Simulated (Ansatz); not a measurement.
**Si5GeH12: small, medium and large basis sets**

The task here is to estimate one member of a computed series from the others.

The runs use Ansatz 0.2.0, Gaussian basis; one geometry, several basis sets.

Plan: PBE0-D4/def2-SVP; ωB97M-V/def2-SVP; PBE0-D4/def2-QZVPP; ωB97M-V/def2-QZVPP; the functionals' def2-TZVPP values are taken from earlier runs.

## The relaxed structure

All runs share one geometry, relaxed beforehand with PBE0-D4 in a triple-zeta def2 set.

SMILES `[SiH2]1[SiH2][SiH2][GeH2][SiH2][SiH2]1`, 18 atoms, charge 0, spin multiplicity 1.

Atoms are counted from 1 here; the program's logs count them from 0.

Bond lengths: Si1–Si2 2.346 Å, Si1–Si6 2.339 Å, Si1–H7 1.490 Å, Si1–H8 1.491 Å, Si2–Si3 2.343 Å, Si2–H9 1.490 Å, Si2–H10 1.490 Å, Si3–Ge4 2.381 Å, Si3–H11 1.489 Å, Si3–H12 1.490 Å, Ge4–Si5 2.389 Å, Ge4–H13 1.541 Å, Ge4–H14 1.540 Å, Si5–Si6 2.343 Å, Si5–H15 1.489 Å, Si5–H16 1.489 Å, Si6–H17 1.491 Å, Si6–H18 1.490 Å. Angles: Si2–Si1–Si6 108.4°, Si2–Si1–H7 110.7°, Si2–Si1–H8 108.8°, Si6–Si1–H7 112.4°, Si6–Si1–H8 108.2°, H7–Si1–H8 108.2°, Si1–Si2–Si3 110.0°, Si1–Si2–H9 109.4°, Si1–Si2–H10 109.8°, Si3–Si2–H9 109.9°, Si3–Si2–H10 109.5°, H9–Si2–H10 108.3°, Si2–Si3–Ge4 108.4°, Si2–Si3–H11 111.1°, Si2–Si3–H12 108.9°, Ge4–Si3–H11 112.1°, Ge4–Si3–H12 108.1°, H11–Si3–H12 108.2° and more.

The first run:

File in.yaml:

```yaml
crystal:
  periodic: [false, false, false]
  atoms:
    - {symbol: Si, position_ang: [0.143941, 2.133231, -0.160946]}
    - {symbol: Si, position_ang: [2.116806, 0.924435, 0.223855]}
    - {symbol: Si, position_ang: [1.636011, -1.362982, 0.387796]}
    - {symbol: Ge, position_ang: [-0.144311, -1.865181, -1.110952]}
    - {symbol: Si, position_ang: [-2.143894, -0.872017, -0.260186]}
    - {symbol: Si, position_ang: [-1.610282, 1.059951, 0.952426]}
    - {symbol: H, position_ang: [0.303859, 3.551283, 0.266310]}
    - {symbol: H, position_ang: [-0.151958, 2.118200, -1.622207]}
    - {symbol: H, position_ang: [2.750216, 1.400739, 1.485851]}
    - {symbol: H, position_ang: [3.074688, 1.152545, -0.894513]}
    - {symbol: H, position_ang: [2.846654, -2.185767, 0.114066]}
    - {symbol: H, position_ang: [1.172354, -1.661245, 1.772336]}
    - {symbol: H, position_ang: [0.176170, -1.249540, -2.487342]}
    - {symbol: H, position_ang: [-0.327689, -3.381910, -1.304335]}
    - {symbol: H, position_ang: [-2.850355, -1.852749, 0.610242]}
    - {symbol: H, position_ang: [-3.045322, -0.513633, -1.390456]}
    - {symbol: H, position_ang: [-1.142841, 0.666761, 2.312304]}
    - {symbol: H, position_ang: [-2.804037, 1.937868, 1.105770]}
basis:
  gaussian: {orbitals: def2-SVP}
hamiltonian: {xc: pbe0, dispersion: d4}
output: {orbitals: {seedname: orbitals}}
```

Among the steps run: PBE0-D4 in def2-SVP; ωB97M-V in def2-SVP; PBE0-D4 in def2-QZVPP; ωB97M-V in def2-QZVPP.

One table of the session follows, with a row left open; its other results are not shown here.

It belongs to the step «Functionals by basis». 

```
functional       basis  HOMO (eV)
   PBE0-D4    def2-SVP      -7.70
   PBE0-D4  def2-TZVPP      -7.64
   PBE0-D4  def2-QZVPP      -7.64
   ωB97M-V    def2-SVP          ?
   ωB97M-V  def2-TZVPP      -9.57
   ωB97M-V  def2-QZVPP      -9.56
```

Estimate the missing values for ωB97M-V, def2-SVP.

As computed: HOMO (eV): -9.58. In the column «HOMO (eV)» it is the lowest.
